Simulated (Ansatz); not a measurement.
# BH6NOSn: the cost of one run

Method: RKS r2SCAN-D4/def2-SVP, in Ansatz 0.2.0.

## 1. The structure to begin with

Bond lengths: B1–Sn2 2.174 Å, Sn2–N3 2.039 Å, Sn2–O4 1.927 Å, B1–H5 1.243 Å, B1–H6 1.161 Å, Sn2–H7 1.773 Å, N3–H8 1.059 Å, N3–H9 1.036 Å, O4–H10 1.058 Å. Angles: B1–Sn2–N3 108.1°, B1–Sn2–O4 112.1°, B1–Sn2–H7 109.6°, N3–Sn2–O4 108.9°, N3–Sn2–H7 109.5°, O4–Sn2–H7 108.7°, Sn2–B1–H5 118.5°, Sn2–B1–H6 124.8°, H5–B1–H6 116.6°, Sn2–N3–H8 107.4°, Sn2–N3–H9 109.2°, H8–N3–H9 111.8°, Sn2–O4–H10 103.9°.

Coordinates:

```xyz
10

B    -0.6075    1.5595    0.8799
Sn    0.3561    0.1822   -0.4995
N     1.0968   -1.3805    0.5810
O    -0.8728   -0.4996   -1.8185
H    -1.1681    2.5682    0.4174
H    -0.6858    1.4023    2.0271
H     1.6846    1.0077   -1.3352
H     1.5596   -2.0459   -0.1000
H     0.3223   -1.8353    1.0968
H    -1.6021   -1.0097   -1.2459
```

## 2. Relaxing end A

Input file input.yaml:

```yaml
crystal:
  periodic: [false, false, false]
  atoms:
    - { symbol: B, position_ang: [-0.6075, 1.5595, 0.8799] }
    - { symbol: Sn, position_ang: [0.3561, 0.1822, -0.4995] }
    - { symbol: "N", position_ang: [1.0968, -1.3805, 0.581] }
    - { symbol: O, position_ang: [-0.8728, -0.4996, -1.8185] }
    - { symbol: H, position_ang: [-1.1681, 2.5682, 0.4174] }
    - { symbol: H, position_ang: [-0.6858, 1.4023, 2.0271] }
    - { symbol: H, position_ang: [1.6846, 1.0077, -1.3352] }
    - { symbol: H, position_ang: [1.5596, -2.0459, -0.1] }
    - { symbol: H, position_ang: [0.3223, -1.8353, 1.0968] }
    - { symbol: H, position_ang: [-1.6021, -1.0097, -1.2459] }
basis:
  gaussian: { orbitals: def2-SVP }
hamiltonian:
  xc: r2scan
  dispersion: d4
relax:
  f_tol: 0.015
  max_steps: 40
```

Run with:

```
$ ansatz run input.yaml --threads 2 --pin off --max-ram 3072MiB --backend cpu --events-out ev --progress --plain --runs-dir out
```

**Question.** How long does this run take on 2 threads of Arm Neoverse V1, shared host, and how much memory does it need?

About 27 s, with a peak of 0.17 GiB.
